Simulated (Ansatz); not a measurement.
# Al5BP6: one candidate of a structure search, part 2 of 2

The task: take a trial cell of Al5BP6 to zero force and stress, then test the end with a random kick.

Ansatz 0.2.0; DFT PBE, scalar-relativistic, plane waves, PAW. Earlier steps stand in the parts before.

## Step 5: Kicked and relaxed without symmetry

Atoms are moved at random (σ = 0.1 Å a coordinate) and the cell is strained at random (σ = 1.5 % a component).

input.yaml

```yaml
crystal:
  lattice:
    - [0.0420596585, -0.0503920495, 6.1922843357]
    - [6.7453884803, -0.0466994216, 0.044321833]
    - [-3.4131370741, 5.8379635812, -0.0681489268]
  atoms:
    - { symbol: Al, position: [-0.006249868, 0.7084214202, 1.0298838146] }
    - { symbol: Al, position: [-0.025726684, 0.2788484403, 0.2886843905] }
    - { symbol: Al, position: [0.0164942967, -0.013863944, 0.6504976279] }
    - { symbol: Al, position: [0.5132881631, 0.6691306587, 0.3291178431] }
    - { symbol: Al, position: [0.4715385971, 0.3316930612, 0.6464649494] }
    - { symbol: B, position: [0.4875287306, 0.0091889413, 0.0127926212] }
    - { symbol: P, position: [0.3983964543, 0.7181469559, 0.0154329423] }
    - { symbol: P, position: [0.3789125523, 0.2841791821, 0.3032130502] }
    - { symbol: P, position: [0.3879186739, -0.0004728825, 0.7081134653] }
    - { symbol: P, position: [0.8349932426, -0.0176796225, -0.0188150053] }
    - { symbol: P, position: [0.8822493607, 0.6830188973, 0.3573917182] }
    - { symbol: P, position: [0.9106544808, 0.349388892, 0.6772225827] }
basis:
  ecutwfc: 420
kpoints:
  mp_grid: { grid: [2, 3, 3] }
hamiltonian:
  xc: pbe
scf:
  occupations: { method: gaussian, width: 0.1 }
  lower_state_search: "off"
output:
  forces: true
  stress: true
  eigenvalues: true
relax:
  adjacent_minimum: "off"
  f_tol: 0.025
  max_steps: 60
  cell: { stress_tol: 0.25 }
```

Command:

```bash
$ ansatz run input.yaml --threads 4 --pin off --max-ram 8192MiB --backend cpu --events-out ev --progress --plain --runs-dir out
```

Standard output:

```text
Warning: RAYON_NUM_THREADS=4 ignored (pool sized by the plan → 4); use --threads N
Engine: ansatz 0.2.0, aarch64-unknown-linux-gnu
Pseudopotentials: kind: paw
Pseudopotential: Al, paw, valence charge 3, recommended cutoff 420 eV (normal), Al.paw.azcp
Pseudopotential: B, paw, valence charge 3, recommended cutoff 420 eV (normal), B.paw.azcp
Pseudopotential: P, paw, valence charge 5, recommended cutoff 420 eV (normal), P.paw.azcp
Functional definition: PBE
  parameter kappa = 0.804
  parameter beta = 0.06672455060314922
  exchange = pbe_x(kappa = kappa, mu = beta*pi^2/3)
  correlation = pbe_c(beta = beta)
Crystal: 12 atoms, lattice volume = 242.835 Å³
Basis set: ecut = 420 eV, 4767 PW (Γ), exchange–correlation on 90×96×96 points (8 copies of the dense FFT grid, shifted against one another)
Bands: 36, of which v1, the nominal top of the filled ones, is band 24 counted from 1 (23 counted from 0)
Symmetry: 1 space group operations
Space group: P1 (ITA 1), of the structure as read, at distance tolerance 6.2e-5 Å
k-points: 10 of 18 (time reversal used)
Non-local potential: Al, projectors of the file, l = 0: 2, l = 1: 2, l = 2: 1
Non-local potential: B, projectors of the file, l = 0: 2, l = 1: 2, l = 2: 1
Non-local potential: P, projectors of the file, l = 0: 2, l = 1: 2, l = 2: 2
PAW form: soft (Blöchl's): semilocal exchange-correlation on the pseudo side does not see the compensation charge
PAW one-centre angular grid: Al, 110 points (default); XC on 64 Gauss nodes
PAW one-centre angular grid: B, 110 points (default); XC on 64 Gauss nodes
PAW one-centre angular grid: P, 110 points (default); XC on 64 Gauss nodes
Initial density: superposition of atomic densities (neutral atoms: chi_scale 0, normalization atom), corrected by the library's trained network
Initial wavefunctions: pseudopotential atomic-orbital guess
Functional: x = pbe(κ = 0.804, μ = 0.2195149727645171), c = pbe(β = 0.06672455060314922)
SCF iter   1: F=—  HF=-7381.669008 eV  |F-HF|=—  |Δ(HF+E_count)|=         —  Δρ=1.63e-3  dr2=1.17e-2  ethr=1.77e-3  ⟨swp⟩=11.7  Hψ=2489  notcnv=0  defer=1
preconditioner: auto → Resta (q_TF=auto, 2.082 Å⁻¹)  ε∞=5.0  [insulator: Δε(μ)=1.164 eV  Ē_g=8.260 eV  σ=0.100 eV  W_gap=1.00  n_scr=28 (ndim 8)  ℏωp=16.5 eV  f_vac=0.000  D(μ)=0.00/eV (n_scr^D=0)  ε∞_Penn≈5.0]
SCF iter   2: F=—  HF=-7381.670796 eV  |F-HF|=—  |Δ(HF+E_count)|=   1.79e-3  Δρ=7.97e-4  dr2=2.01e-3  ethr=2.44e-5  ⟨swp⟩=2.2  Hψ=624  notcnv=0  defer=1
SCF iter   3: F=—  HF=-7381.671164 eV  |F-HF|=—  |Δ(HF+E_count)|=   3.69e-4  Δρ=2.79e-4  dr2=2.17e-4  ethr=4.19e-6  ⟨swp⟩=2.3  Hψ=497  notcnv=0  defer=1
SCF iter   4: F=—  HF=-7381.671260 eV  |F-HF|=—  |Δ(HF+E_count)|=   9.62e-5  Δρ=7.91e-5  dr2=2.48e-5  ethr=4.51e-7  ⟨swp⟩=2.8  Hψ=578  notcnv=0  defer=1
SCF iter   5: F=—  HF=-7381.671199 eV  |F-HF|=—  |Δ(HF+E_count)|=   6.12e-5  Δρ=2.31e-5  dr2=2.06e-6  ethr=5.16e-8  ⟨swp⟩=2.0  Hψ=493  notcnv=0  defer=1
SCF iter   6: F=—  HF=-7381.671200 eV  |F-HF|=—  |Δ(HF+E_count)|=   1.23e-6  Δρ=6.80e-6  dr2=1.99e-7  ethr=4.29e-9  ⟨swp⟩=2.0  Hψ=483  notcnv=0  defer=1
SCF iter   7: F=-7381.671201 eV  HF=-7381.671201 eV  |F-HF|=7.12e-9  |Δ(HF+E_count)|=   1.33e-7  Δρ=1.63e-6  dr2=1.06e-8  ethr=2.08e-10  ⟨swp⟩=13.1  Hψ=2064  notcnv=0
SCF 1 converged in 7 iterations: F = -7381.671201 eV  dr2 = 1.06e-8
relax step   1: F+E_penalty+E_count = -7381.67120063 eV  Δ(F+E_penalty+E_count) = +0.000e0 eV  max|allowed force component| = 2.640e0 eV/Å  Δτ_max = 0.0000 Å  P = -2.702 GPa  Ω = 242.835 Å³  (7 SCF iters, dr2 threshold 1.00e-7 eV, accepted)
Crystal: 12 atoms, lattice volume = 231.130 Å³
Basis set: ecut = 420 eV, 4473 PW (Γ), exchange–correlation on 90×96×96 points (8 copies of the dense FFT grid, shifted against one another)
Initial density: handed on by an earlier stage of this run
Initial wavefunctions: those handed on with the density
iter 1 solved again at ethr=6.15e-4 eV; its pass at ethr=3.10e-3 eV (dr2=2.95e-1 eV) is discarded
SCF iter   1: F=—  HF=-7383.473930 eV  |F-HF|=—  |Δ(HF+E_count)|=         —  Δρ=9.71e-3  dr2=2.98e-1  ethr=6.15e-4  ⟨swp⟩=1.4  Hψ=2641  notcnv=0
preconditioner: auto → Resta (q_TF=auto, 2.100 Å⁻¹)  ε∞=4.9  [insulator: Δε(μ)=1.699 eV  Ē_g=8.563 eV  σ=0.100 eV  W_gap=1.00  n_scr=28 (ndim 8)  ℏωp=16.9 eV  f_vac=0.000  D(μ)=0.00/eV (n_scr^D=0)  ε∞_Penn≈4.9]
SCF iter   2: F=—  HF=-7383.417948 eV  |F-HF|=—  |Δ(HF+E_count)|=   5.60e-2  Δρ=5.06e-3  dr2=6.62e-2  ethr=6.15e-4  ⟨swp⟩=2.1  Hψ=480  notcnv=0
SCF iter   3: F=—  HF=-7383.409550 eV  |F-HF|=—  |Δ(HF+E_count)|=   8.40e-3  Δρ=8.92e-4  dr2=2.26e-3  ethr=1.38e-4  ⟨swp⟩=2.5  Hψ=569  notcnv=0
SCF iter   4: F=—  HF=-7383.409906 eV  |F-HF|=—  |Δ(HF+E_count)|=   3.56e-4  Δρ=2.59e-4  dr2=2.89e-4  ethr=4.71e-6  ⟨swp⟩=2.2  Hψ=553  notcnv=0
SCF iter   5: F=—  HF=-7383.409877 eV  |F-HF|=—  |Δ(HF+E_count)|=   2.87e-5  Δρ=8.35e-5  dr2=2.19e-5  ethr=6.02e-7  ⟨swp⟩=2.2  Hψ=588  notcnv=0
SCF iter   6: F=—  HF=-7383.409903 eV  |F-HF|=—  |Δ(HF+E_count)|=   2.57e-5  Δρ=2.48e-5  dr2=2.58e-6  ethr=4.56e-8  ⟨swp⟩=2.0  Hψ=600  notcnv=0
SCF iter   7: F=-7383.409905 eV  HF=-7383.409905 eV  |F-HF|=8.69e-8  |Δ(HF+E_count)|=   2.02e-6  Δρ=6.35e-6  dr2=1.51e-7  ethr=2.50e-9  ⟨swp⟩=11.6  Hψ=2070  notcnv=0
SCF 2 converged in 7 iterations: F = -7383.409905 eV  dr2 = 1.51e-7
relax step   2: F+E_penalty+E_count = -7383.40990483 eV  Δ(F+E_penalty+E_count) = -1.739e0 eV  max|allowed force component| = 9.828e-1 eV/Å  Δτ_max = 0.1947 Å  P = -0.349 GPa  Ω = 231.130 Å³  energy of the carried Pulay correction = +2.733e-3 eV  (7 SCF iters, dr2 threshold 1.20e-6 eV, accepted)
Crystal: 12 atoms, lattice volume = 229.667 Å³
Basis set: ecut = 420 eV, 4457 PW (Γ), exchange–correlation on 90×96×96 points (8 copies of the dense FFT grid, shifted against one another)
iter 1 solved again at ethr=1.64e-4 eV; its pass at ethr=3.10e-3 eV (dr2=7.90e-2 eV) is discarded
SCF iter   1: F=—  HF=-7383.673172 eV  |F-HF|=—  |Δ(HF+E_count)|=         —  Δρ=5.31e-3  dr2=7.95e-2  ethr=1.64e-4  ⟨swp⟩=2.3  Hψ=2371  notcnv=0
preconditioner: auto → Resta (q_TF=auto, 2.102 Å⁻¹)  ε∞=4.9  [insulator: Δε(μ)=1.690 eV  Ē_g=8.595 eV  σ=0.100 eV  W_gap=1.00  n_scr=28 (ndim 8)  ℏωp=17.0 eV  f_vac=0.000  D(μ)=0.00/eV (n_scr^D=0)  ε∞_Penn≈4.9]
SCF iter   2: F=—  HF=-7383.657142 eV  |F-HF|=—  |Δ(HF+E_count)|=   1.60e-2  Δρ=2.60e-3  dr2=1.47e-2  ethr=1.64e-4  ⟨swp⟩=2.6  Hψ=551  notcnv=0
SCF iter   3: F=—  HF=-7383.655334 eV  |F-HF|=—  |Δ(HF+E_count)|=   1.81e-3  Δρ=5.38e-4  dr2=6.65e-4  ethr=3.06e-5  ⟨swp⟩=2.3  Hψ=610  notcnv=0
SCF iter   4: F=—  HF=-7383.655447 eV  |F-HF|=—  |Δ(HF+E_count)|=   1.13e-4  Δρ=1.28e-4  dr2=5.83e-5  ethr=1.39e-6  ⟨swp⟩=2.2  Hψ=555  notcnv=0
SCF iter   5: F=—  HF=-7383.655462 eV  |F-HF|=—  |Δ(HF+E_count)|=   1.44e-5  Δρ=3.42e-5  dr2=3.37e-6  ethr=1.22e-7  ⟨swp⟩=2.5  Hψ=624  notcnv=0
SCF iter   6: F=-7383.655465 eV  HF=-7383.655465 eV  |F-HF|=1.41e-7  |Δ(HF+E_count)|=   3.41e-6  Δρ=8.26e-6  dr2=2.96e-7  ethr=2.50e-9  ⟨swp⟩=11.6  Hψ=2075  notcnv=0
SCF 3 converged in 6 iterations: F = -7383.655465 eV  dr2 = 2.96e-7
relax step   3: F+E_penalty+E_count = -7383.65546516 eV  Δ(F+E_penalty+E_count) = -2.456e-1 eV  max|allowed force component| = 6.471e-2 eV/Å  Δτ_max = 0.1141 Å  P = -0.090 GPa  Ω = 229.667 Å³  energy of the carried Pulay correction = +3.085e-3 eV  (6 SCF iters, dr2 threshold 1.20e-6 eV, accepted)
Crystal: 12 atoms, lattice volume = 229.466 Å³
Basis set: ecut = 420 eV, 4461 PW (Γ), exchange–correlation on 90×96×96 points (8 copies of the dense FFT grid, shifted against one another)
iter 1 solved again at ethr=3.89e-7 eV; its pass at ethr=3.10e-3 eV (dr2=1.87e-4 eV) is discarded
SCF iter   1: F=—  HF=-7383.656178 eV  |F-HF|=—  |Δ(HF+E_count)|=         —  Δρ=2.68e-4  dr2=2.16e-4  ethr=3.89e-7  ⟨swp⟩=3.9  Hψ=2159  notcnv=0
preconditioner: auto → Resta (q_TF=auto, 2.102 Å⁻¹)  ε∞=4.9  [insulator: Δε(μ)=1.695 eV  Ē_g=8.596 eV  σ=0.100 eV  W_gap=1.00  n_scr=28 (ndim 8)  ℏωp=17.0 eV  f_vac=0.000  D(μ)=0.00/eV (n_scr^D=0)  ε∞_Penn≈4.9]
SCF iter   2: F=—  HF=-7383.656200 eV  |F-HF|=—  |Δ(HF+E_count)|=   2.17e-5  Δρ=1.44e-4  dr2=6.10e-5  ethr=3.89e-7  ⟨swp⟩=1.7  Hψ=473  notcnv=0
SCF iter   3: F=—  HF=-7383.656190 eV  |F-HF|=—  |Δ(HF+E_count)|=   1.01e-5  Δρ=2.36e-5  dr2=2.14e-6  ethr=1.27e-7  ⟨swp⟩=2.8  Hψ=585  notcnv=0
SCF iter   4: F=-7383.656190 eV  HF=-7383.656190 eV  |F-HF|=3.75e-9  |Δ(HF+E_count)|=   7.22e-8  Δρ=4.94e-6  dr2=1.31e-7  ethr=5.45e-10  ⟨swp⟩=11.3  Hψ=1952  notcnv=0
SCF 4 converged in 4 iterations: F = -7383.656190 eV  dr2 = 1.31e-7
relax step   4: F+E_penalty+E_count = -7383.65618976 eV  Δ(F+E_penalty+E_count) = -7.246e-4 eV  max|allowed force component| = 1.044e-2 eV/Å  Δτ_max = 0.0056 Å  P = +0.002 GPa  Ω = 229.466 Å³  energy of the carried Pulay correction = +3.133e-3 eV  (4 SCF iters, dr2 threshold 2.62e-7 eV, accepted)
Basis set: ecut = 420 eV, 4461 PW (Γ), exchange–correlation on 90×90×90 points (8 copies of the dense FFT grid, shifted against one another)
Initial wavefunctions: pseudopotential atomic-orbital guess (no wavefunctions were taken with the density)
iter 1 solved again at ethr=7.88e-7 eV; its pass at ethr=3.10e-3 eV (dr2=3.78e-4 eV) is discarded
SCF iter   1: F=—  HF=-7383.654216 eV  |F-HF|=—  |Δ(HF+E_count)|=         —  Δρ=4.14e-5  dr2=5.31e-7  ethr=7.88e-7  ⟨swp⟩=3.0  Hψ=3351  notcnv=0
eigensolver tolerance schedule: the retry pair's looser diagonalisation over-reported the residual by 711.61 of it (diagonalisation noise at 0.22 of the residual, at the tolerance the schedule requests for it); recorded, not acted on — ethr = c·dr2/N_el stays at c = 1.0e-1
preconditioner: auto → Resta (q_TF=auto, 2.102 Å⁻¹)  ε∞=4.9  [insulator: Δε(μ)=1.697 eV  Ē_g=8.596 eV  σ=0.100 eV  W_gap=1.00  n_scr=28 (ndim 8)  ℏωp=17.0 eV  f_vac=0.000  D(μ)=0.00/eV (n_scr^D=0)  ε∞_Penn≈4.9]
SCF iter   2: F=—  HF=-7383.654186 eV  |F-HF|=—  |Δ(HF+E_count)|=   3.06e-5  Δρ=2.20e-5  dr2=1.62e-7  ethr=1.11e-9  ⟨swp⟩=3.0  Hψ=731  notcnv=0
SCF iter   3: F=—  HF=-7383.654187 eV  |F-HF|=—  |Δ(HF+E_count)|=   1.65e-6  Δρ=3.32e-6  dr2=1.59e-8  ethr=3.37e-10  ⟨swp⟩=2.0  Hψ=600  notcnv=0
SCF iter   4: F=-7383.654187 eV  HF=-7383.654187 eV  |F-HF|=1.19e-9  |Δ(HF+E_count)|=   3.26e-8  Δρ=8.01e-7  dr2=1.93e-9  ethr=6.25e-12  ⟨swp⟩=10.0  Hψ=1829  notcnv=0
SCF 5 converged in 4 iterations: F = -7383.654187 eV  dr2 = 1.93e-9
relax step   5: F+E_penalty+E_count = -7383.65418744 eV  Δ(F+E_penalty+E_count) = +2.002e-3 eV  max|allowed force component| = 1.051e-2 eV/Å  Δτ_max = 0.0000 Å  P = -0.014 GPa  Ω = 229.466 Å³  stress off target by 2.81e-2 GPa  SCF on the basis re-selected at this cell (its energy is not comparable with the rows above)  (4 SCF iters)
basis re-selected at this cell: Δ(F+E_penalty+E_count) = +2.002e-3 eV, ΔP = -0.016 GPa vs the last step (what re-selecting the basis moved, of the pressure what is left beyond the Pulay correction that the steps carried, after the strain that the cell walked since its last selection, with what the two solves' SCF thresholds leave and, on support functions, any second-order correction that the steps lacked; it is no measure of the basis error at this ecutwfc). The dense FFT grid was sized anew with the basis: this SCF ran on 45×45×45 points, the steps before it on 45×48×48, so part of this shift can come from that change (see relax.cell in the input reference). This SCF's stress stands 2.81e-2 GPa from its target on what of the cell is left free (relax.cell.stress_tol is 2.50e-1 GPa) and its largest allowed force component is 1.05e-2 eV/Å (relax.f_tol is 2.50e-2 eV/Å): within both
SCF converged after 4 iterations
Free energy (F): -7383.654187 eV
Harris-Foulkes:  -7383.654187 eV  (|F-HF|=1.19e-9)
Internal energy: -7383.654187 eV  (E = F + TS)
E sigma→0 (E₀):  -7383.654187 eV
Fermi energy:    6.482996 eV
--- Per-component energies (eV) ---
  E_band       = 35.120894
  E_kinetic    = 584.083953
  E_local      = -531.362277  (includes V_loc(G=0)·N_el)
  E_nonlocal   = 267.596506
  E_hartree    = 164.645471
  E_xc         = -600.160931
  E_vxc        = -547.743701  (∫ρ·V_xc dr)
  E_paw        = -5832.177737  (= ΣΔE_a)
  E_vpaw       = -66.744346  (= ΣTr[D̂ρ^β])
  E_aug_tail   = 0.000005  (compensation charges beyond the density's cutoff)
  E_ewald      = -1436.279176
  E_smearing   = -0.000000  (= −TS)
  E_closure    = 0.000000  (closes the sum)
  Σ components = -7383.654187   (vs F -7383.654187, Δ=0.00e0)
--- Forces (eV/Å), atoms counted from 1 ---
  atom   1  Al     0.00229721     0.00106646     0.00968157
  atom   2  Al    -0.00083985    -0.00285415     0.01004542
  atom   3  Al     0.00000335     0.00267445     0.01051406
  atom   4  Al    -0.00076785     0.00176202    -0.00498240
  atom   5  Al    -0.00077158     0.00136788    -0.00376447
  atom   6  B     -0.00060629     0.00038504    -0.00497781
  atom   7  P     -0.00139335    -0.00203229    -0.00215246
  atom   8  P      0.00053681     0.00001206    -0.00271103
  atom   9  P     -0.00014063    -0.00262368    -0.00205271
  atom  10  P      0.00006405     0.00173351    -0.00559170
  atom  11  P      0.00130463    -0.00065631    -0.00162496
  atom  12  P      0.00031489    -0.00084121    -0.00236806
  max |Σ_I F_I| component: 1.54e-5 eV/Å
--- Stress (GPa, compression-positive) ---
       -0.016581       0.005927       0.004062
        0.005927      -0.018515      -0.009142
        0.004063      -0.009142      -0.007293
  P = ⅓ Tr σ = -0.0141 GPa (-0.141 kbar)
--- Band table (eV; the first three rows and the last of 10) ---
  k-point 0: bands = ["-6.7235", "-4.8082", "-4.2247", "-4.1437", "-4.1434", "-3.9418", "-0.9581", "-0.3319", "0.7735", "0.7742", "1.1098", "1.1106", "1.2492", "2.1766", "2.5906", "2.5920", "2.9059", "2.9073", "3.0009", "4.5184", "4.5201", "5.4094", "5.6335", "5.6347", "7.6298", "7.6301", "7.6670", "8.8817", "9.2050", "9.2067", "9.7185", "11.1799", "11.1807", "11.3123", "11.3616", "11.6363"]
  k-point 1: bands = ["-6.4287", "-5.1778", "-4.5944", "-4.3538", "-3.9254", "-3.8553", "-0.9995", "-0.0368", "0.4626", "0.8093", "1.3029", "1.5183", "1.7977", "2.0236", "2.6536", "2.8853", "3.1745", "3.5296", "3.7447", "3.8441", "4.0723", "4.2786", "5.0207", "5.1249", "7.9792", "8.4506", "8.6000", "8.8972", "9.0034", "9.3288", "9.8770", "9.9985", "10.2680", "10.4995", "10.6100", "10.9084"]
  k-point 2: bands = ["-6.4286", "-5.1778", "-4.5948", "-4.3538", "-3.9250", "-3.8553", "-0.9997", "-0.0371", "0.4623", "0.8093", "1.3035", "1.5184", "1.7976", "2.0233", "2.6539", "2.8855", "3.1748", "3.5300", "3.7446", "3.8437", "4.0729", "4.2787", "5.0201", "5.1249", "7.9800", "8.4512", "8.5997", "8.8968", "9.0030", "9.3288", "9.8769", "9.9993", "10.2675", "10.4993", "10.6097", "10.9081"]
  k-point 9: bands = ["-6.0756", "-5.2706", "-4.6454", "-4.4343", "-4.2496", "-4.1434", "-0.8168", "-0.0849", "0.3210", "0.6503", "1.4671", "1.9337", "2.2926", "2.6871", "2.8259", "3.0260", "3.2027", "3.7112", "3.9665", "4.0315", "4.0916", "4.2619", "4.3162", "4.5738", "7.9055", "8.0893", "8.4534", "8.8352", "8.9675", "9.2153", "9.4237", "9.6469", "9.7027", "10.1571", "10.4013", "10.6357"]
--- Relaxed structure (4 steps of the walk, 4 accepted, 1 SCFs on fresh bases) ---
  F+E_penalty+E_count = -7383.65418744 eV   max|allowed force component| = 1.051e-2 eV/Å   (the final SCF, on the basis selected at the relaxed cell)
  cell:  # Å, volume = 229.4660 Å³
    - [-0.0002547887719917541, 0.0007519483973636373, 6.203567652832122]
    - [6.535441222113276, -0.00047724277892157953, -0.0002749793756295846]
    - [-3.2681349899739995, 5.660049041606193, 0.0008350894916497181]
  atoms:
    - { symbol: Al, position: [0.00021368245411955793, 0.6806414376712285, 0.9999589044971736] }
    - { symbol: Al, position: [0.00021563174110246635, 0.3192217418302733, 0.31928897789029836] }
    - { symbol: Al, position: [0.00022576508100936762, -9.805663227993895e-5, 0.6806308898731258] }
    - { symbol: Al, position: [0.5007369751102435, 0.6667408177703809, 0.33333407650291164] }
    - { symbol: Al, position: [0.5007076399875099, 0.33340134576000563, 0.6666710099998668] }
    - { symbol: B, position: [0.49783948404715306, 6.538774035524527e-5, 2.2612937301365096e-5] }
    - { symbol: P, position: [0.38589114453611173, 0.707908991688922, 7.677440701721688e-5] }
    - { symbol: P, position: [0.3859139642741541, 0.29227394422097835, 0.2922455425661802] }
    - { symbol: P, position: [0.38589914427150523, 9.223687586630905e-5, 0.707882752746068] }
    - { symbol: P, position: [0.8251305666552955, -6.821900367975101e-5, -5.66576440221528e-5] }
    - { symbol: P, position: [0.8836152433056086, 0.6665649764129694, 0.33328943925020893] }
    - { symbol: P, position: [0.8836087586361862, 0.3332553956649792, 0.6666556770738685] }
```

Run time: 17 s. Hardware: 4 threads of Arm Neoverse V1, shared host; peak memory 0.55 GiB.

Relaxation path:

| step | E - E(step 1) (eV/cell) | largest force component (eV/Å) | pressure (GPa) | volume (Å³) |
| --- | --- | --- | --- | --- |
| 1 | 0.0000 | 2.6402 | -2.70 | 242.83 |
| 2 | -1.7387 | 0.9828 | -0.35 | 231.13 |
| 3 | -1.9843 | 0.0647 | -0.09 | 229.67 |
| 4 | -1.9850 | 0.0104 | 0.00 | 229.47 |
| 5 | -1.9830 | 0.0105 | -0.01 | 229.47 |

Step 1 is the start. Step 5 repeats the geometry before it on a plane-wave basis chosen anew for that cell, so its energy need not be comparable with the rows above.

|  | before | after | change |
| --- | --- | --- | --- |
| a (Å) | 6.193 | 6.204 | +0.2 % |
| b (Å) | 6.746 | 6.535 | -3.1 % |
| c (Å) | 6.763 | 6.536 | -3.4 % |
| α (°) | 120.71 | 120.01 | -0.6 % |
| β (°) | 91.18 | 89.99 | -1.3 % |
| γ (°) | 89.23 | 90.00 | +0.9 % |
| volume (Å³/atom) | 20.24 | 19.12 | -5.5 % |
| shortest distance (Å) | 2.013 | 2.030 | +0.9 % |
| space group (0.01 Å) | P1 | P31m | changed |

Against the unmoved cell on the same mesh the energy changed by 0.0 meV/atom and the volume by +0.0 %. At a tolerance of 0.1 Å, which suits this loose relaxation, its space group is P31m.

## Step 6: What came out

What follows sums up all 2 parts.

| quantity | value |
| --- | --- |
| symmetry at the end (tolerance 0.02 Å) | space group P31m (No. 157) |
| conventional cell | a = 6.536 Å, b = 6.536 Å, c = 6.202 Å, α = 90.00°, β = 90.00°, γ = 120.00° |
| volume | 19.12 Å³/atom |
| energy over the elements, black P | -0.51 eV/atom |
| gap on the mesh | 1.40 eV |

**Reading.** The space group P31m (No. 157) is kept, at nearly the size of the first guess. It lies below the elements, which doesn't yet make it stable: competing phases were not computed in this session. The kicked cell came back to the same energy, so the end is stable against the distortions that fit this cell and this draw; modes that don't fit the cell aren't tested.
